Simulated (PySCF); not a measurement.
# C₂H₈B₃PS: electronic excitations

What electronic excitations should C₂H₈B₃PS (`CB1BSB(P)C1`) show?

The runs use PySCF 2.14.0, with density-fitted response routines of our own; the level of theory stands in each step. All values are computed, except where a source is named. Atoms count from 0, in the outputs and in this text.

### Step 1. The starting structure

15 atoms, charge 0, multiplicity 1; geometry from: GFN2-xTB.

Bonds of the start (Å): C0–B1 1.58, B1–B2 1.65, B2–S3 1.79, S3–B4 1.82, B4–P5 1.89, B4–C6 1.58, C6–B1 1.59, C0–H7 1.09, C0–H8 1.09, C0–H9 1.09, B2–H10 1.17, P5–H11 1.38, P5–H12 1.38, C6–H13 1.09, C6–H14 1.09.

### Step 2. TDDFT and polarisability: PBE0/def2-SVPD

What the job is given:

```
{"job": {"kind": "uv", "xc": "PBE0", "basis": "def2-SVPD", "nstates": 8, "ntriplets": 3}, "charge": 0, "multiplicity": 1}
C     -1.979099    -0.348273    -0.903360
B     -1.003262     0.358320     0.114693
B     -0.532673     1.942014     0.167165
S      1.259747     1.917057     0.257802
B      1.366184     0.118352     0.524801
P      2.985461    -0.834902     0.334918
C     -0.001083    -0.515319     0.994013
H     -1.781243    -1.406809    -1.058765
H     -2.016796     0.136570    -1.877363
H     -2.988141    -0.269446    -0.495161
H     -1.032409     2.996635     0.089862
H      3.454541    -0.251218    -0.826757
H      2.471150    -1.952061    -0.295519
H     -0.071162    -1.600008     0.897795
H     -0.135631    -0.282922     2.053964
```

Level: TDDFT PBE0/def2-SVPD, vertical, gas phase, core orbitals frozen in the response.

Started as:

```sh
OMP_NUM_THREADS=1 python probes_run.py task.json out
```

The driver reads the jobs from task.json and runs them one after another.

The program printed:

```text
coarse grid: 13640 points
cycle   1  E = -894.2155830573  dE =  6.905e-01  |g| = 4.178e-01  |ddm| = 5.704e+00
cycle   2  E = -894.2042513659  dE =  1.133e-02  |g| = 4.691e-01  |ddm| = 1.563e+00
cycle   3  E = -894.2657113970  dE = -6.146e-02  |g| = 5.745e-02  |ddm| = 7.575e-01
cycle   4  E = -894.2665943758  dE = -8.830e-04  |g| = 2.712e-02  |ddm| = 2.104e-01
cycle   5  E = -894.2668218959  dE = -2.275e-04  |g| = 5.552e-03  |ddm| = 6.647e-02
cycle   6  E = -894.2668319533  dE = -1.006e-05  |g| = 1.145e-03  |ddm| = 1.490e-02
cycle   7  E = -894.2668323619  dE = -4.087e-07  |g| = 3.006e-04  |ddm| = 3.426e-03
final grid: 122688 points
cycle   8  E = -894.3612687511  dE = -3.772e-05  |g| = 8.962e-03  |ddm| = 1.297e-01
cycle   9  E = -894.3612469782  dE =  2.177e-05  |g| = 1.219e-02  |ddm| = 3.700e-02
cycle  10  E = -894.3612916383  dE = -4.466e-05  |g| = 1.021e-03  |ddm| = 2.548e-02
cycle  11  E = -894.3612919749  dE = -3.366e-07  |g| = 1.937e-04  |ddm| = 2.953e-03
cycle  12  E = -894.3612919848  dE = -9.860e-09  |g| = 5.558e-05  |ddm| = 4.100e-04
cycle  13  E = -894.3612919857  dE = -9.509e-10  |g| = 2.049e-05  |ddm| = 1.620e-04
converged SCF energy = -894.3612919857

Static polarisability (au): isotropic 111.816, principal 83.656 109.651 142.140

Singlet excitations
state   eV       nm        f      main configurations
  1   4.0414    306.8   0.00130   H-1->L 0.98
  2   4.3963    282.0   0.07525   H->L 0.96
  3   4.8581    255.2   0.01639   H-1->L+1 0.55, H->L+1 0.35
  4   4.9359    251.2   0.06722   H->L+1 0.50, H-1->L+1 0.41
  5   5.0302    246.5   0.01067   H-2->L 0.85
  6   5.4493    227.5   0.00547   H-3->L 0.76, H-4->L 0.14
  7   5.6994    217.5   0.02692   H-4->L 0.68, H-5->L 0.13, H-3->L 0.10
  8   5.8251    212.8   0.05495   H-2->L+1 0.85

Triplet excitations (Tamm-Dancoff, eV): 3.2468 3.7796 4.1238
```

Wall time 40 s (1 thread of Arm Neoverse V1, shared host); peak memory 0.88 GiB.

Frontier orbitals and where they lie:

| orbital | eV | atoms |
| --- | --- | --- |
| HOMO−3 | -8.71 | S3 53 %, B4 12 %, B2 10 % |
| HOMO−2 | -8.61 | C6 23 %, B1 21 %, C0 18 % |
| HOMO−1 | -7.75 | B2 24 %, S3 23 %, B1 22 % |
| HOMO | -7.43 | P5 54 %, B4 14 %, S3 11 % |
| LUMO | -2.14 | B2 34 %, B1 22 %, S3 17 % |
| LUMO+1 | -1.45 | B4 34 %, S3 16 %, P5 13 % |
| LUMO+2 | 0.08 | B4 20 %, S3 16 %, P5 15 % |

With each of the 8 states as a Gaussian band of 0.4 eV half-width at 1/e, the curve within the window shown has maxima at 257 nm (ε 4,500), 215 nm (ε 3,400) L/(mol cm). Beyond the last state computed it falls off for lack of states. The curve at chosen wavelengths:

| nm | ε (L/mol/cm) |
| --- | --- |
| 202 | 1632 |
| 208 | 2815 |
| 215 | 3412 |
| 221 | 3087 |
| 227 | 2630 |
| 233 | 2640 |
| 240 | 3297 |
| 246 | 3983 |
| 252 | 4410 |
| 259 | 4506 |
| 265 | 4395 |
| 271 | 4220 |
| 277 | 3981 |
| 284 | 3555 |
| 290 | 3049 |
| 296 | 2459 |
| 302 | 1865 |
| 309 | 1254 |
| 315 | 843 |
| 321 | 542 |
| 328 | 308 |
| 334 | 184 |
| 340 | 107 |
| 346 | 61 |
| 353 | 31 |
| 359 | 17 |

Further results of this job:

| property | computed |
| --- | --- |
| dipole moment (D) | 1.57 |
| polarisability (Å³) | 16.57 |
| HOMO–LUMO gap (eV) | 5.29 |
| −ε(HOMO) (eV) | 7.43 |

### Step 3. Results

| quantity | value |
| --- | --- |
| lowest singlet (PBE0/def2-SVPD) | 4.04 eV (307 nm), f = 0.001 |
| brightest single state of those computed | state 2, 4.40 eV, f = 0.075 |
| lowest triplet | 3.25 eV |

What this shows: The first singlet state (HOMO−1→LUMO 0.98) lies at 4.04 eV and is weak; of the 8 states computed, the strongest absorption comes from state 2 at 4.40 eV (the last state computed is bright too, and its partners may lie past the list). The lowest triplet lies 0.79 eV below the lowest singlet (triplets in Tamm-Dancoff, singlets in full TDDFT).
